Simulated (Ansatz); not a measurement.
# CH7BFNOSi: one species, many methods

An exercise on one series of results from a longer session: the logs are not shown, and one member is left open.

Method: functionals in def2-TZVPP, the program's frozen cores in correlated methods; program: Ansatz 0.2.0, Gaussian basis.

Levels to be run: PBE-D4, r2SCAN-D4, PBE0-D4, B3LYP-D4, ωB97X-V, ωB97M-V, B2PLYP; CCSD(T)/def2-TZVPP; MP2/def2-QZVPP; extrapolation to the limit.

### Structure used throughout

The geometry comes from an earlier relaxation with PBE0-D4 in a triple-zeta def2 set; it is a stationary point, not always the lowest conformer.

13 atoms, charge 0, spin multiplicity 1.

Atoms are counted from 1 here; the program's logs count them from 0.

Bond lengths: N1–B2 1.400 Å, N1–H7 1.005 Å, N1–H8 1.004 Å, B2–O3 1.370 Å, B2–H9 1.196 Å, O3–C4 1.418 Å, C4–Si5 1.878 Å, C4–H10 1.098 Å, C4–H11 1.099 Å, Si5–F6 1.604 Å, Si5–H12 1.482 Å, Si5–H13 1.482 Å. Angles: B2–N1–H7 124.7°, B2–N1–H8 121.5°, H7–N1–H8 113.8°, N1–B2–O3 123.1°, N1–B2–H9 120.3°, O3–B2–H9 116.6°, B2–O3–C4 121.0°, O3–C4–Si5 105.7°, O3–C4–H10 111.3°, O3–C4–H11 111.4°, Si5–C4–H10 110.7°, Si5–C4–H11 110.6°, H10–C4–H11 107.3°, C4–Si5–F6 108.3°, C4–Si5–H12 110.6°, C4–Si5–H13 110.6°, F6–Si5–H12 108.2°, F6–Si5–H13 108.1° and more.

Geometry (Å):

```mol
CH7BFNOSi
  3D, bonds by distance, orders not assigned

 13 12  0  0  0  0  0  0  0  0999 V2000
   -0.4573   -2.3493    0.1914 N   0  0
   -0.0846   -1.4029    1.1531 B   0  0
    0.1442   -0.0852    0.8569 O   0  0
    0.0101    0.3986   -0.4697 C   0  0
    0.3961    2.2345   -0.3816 Si  0  0
    0.2579    2.8493   -1.8571 F   0  0
   -0.5873   -2.1517   -0.7856 H   0  0
   -0.6193   -3.3092    0.4360 H   0  0
    0.0488   -1.7260    2.2968 H   0  0
    0.7031   -0.1110   -1.1528 H   0  0
   -1.0060    0.2357   -0.8541 H   0  0
   -0.5718    2.9281    0.5002 H   0  0
    1.7863    2.4543    0.0814 H   0  0
  1  2  8  0
  2  3  8  0
  3  4  8  0
  4  5  8  0
  5  6  8  0
  1  7  8  0
  1  8  8  0
  2  9  8  0
  4 10  8  0
  4 11  8  0
  5 12  8  0
  5 13  8  0
M  END
```

The first run:

in.yaml reads:

```yaml
crystal:
  periodic: [false, false, false]
  atoms:
    - {symbol: N, position_ang: [-0.457290, -2.349331, 0.191442]}
    - {symbol: B, position_ang: [-0.084647, -1.402863, 1.153059]}
    - {symbol: O, position_ang: [0.144161, -0.085184, 0.856862]}
    - {symbol: C, position_ang: [0.010092, 0.398575, -0.469732]}
    - {symbol: Si, position_ang: [0.396100, 2.234483, -0.381551]}
    - {symbol: F, position_ang: [0.257937, 2.849281, -1.857080]}
    - {symbol: H, position_ang: [-0.587260, -2.151714, -0.785597]}
    - {symbol: H, position_ang: [-0.619307, -3.309197, 0.435986]}
    - {symbol: H, position_ang: [0.048833, -1.725974, 2.296820]}
    - {symbol: H, position_ang: [0.703132, -0.111041, -1.152789]}
    - {symbol: H, position_ang: [-1.005991, 0.235728, -0.854139]}
    - {symbol: H, position_ang: [-0.571796, 2.928098, 0.500193]}
    - {symbol: H, position_ang: [1.786334, 2.454338, 0.081424]}
basis:
  gaussian: {orbitals: def2-TZVPP}
hamiltonian: {xc: pbe, dispersion: d4}
output: {forces: true, orbitals: {seedname: orbitals}}
```

Started as:

```console
ansatz run in.yaml --threads 2 --pin off --events-out ev --progress --plain --max-ram 22528MiB --backend cuda --devices 0, --max-vram 18GiB
```

Steps of the session up to this table: PBE-D4 (GGA); r2SCAN-D4 (meta-GGA); PBE0-D4 (hybrid); B3LYP-D4 (hybrid); ωB97X-V (range-separated); ωB97M-V (range-separated); B2PLYP (double hybrid); CCSD(T) in def2-TZVPP; MP2 in def2-QZVPP.

One of the session's tables, all rows but one given; the rest of the session is left out.

It belongs to the step «Atomisation energies». 

```
            method  atomisation energy (kJ/mol)
            PBE-D4                            ?
         r2SCAN-D4                       4998.3
           PBE0-D4                       4977.2
          B3LYP-D4                       5001.7
           ωB97X-V                       5011.6
           ωB97M-V                       5016.0
            B2PLYP                       4951.7
     HF/def2-TZVPP                       3667.2
    MP2/def2-TZVPP                       4952.4
   CCSD/def2-TZVPP                       4789.8
CCSD(T)/def2-TZVPP                       4857.1
           MP2/CBS                       5088.9
       CCSD(T)/CBS                       4993.6
```

Q: Estimate the row for PBE-D4 from the others.

As computed: atomisation energy (kJ/mol): 5070.5. In the column «atomisation energy (kJ/mol)» it lies between ωB97M-V (5016.0) and MP2/CBS (5088.9).
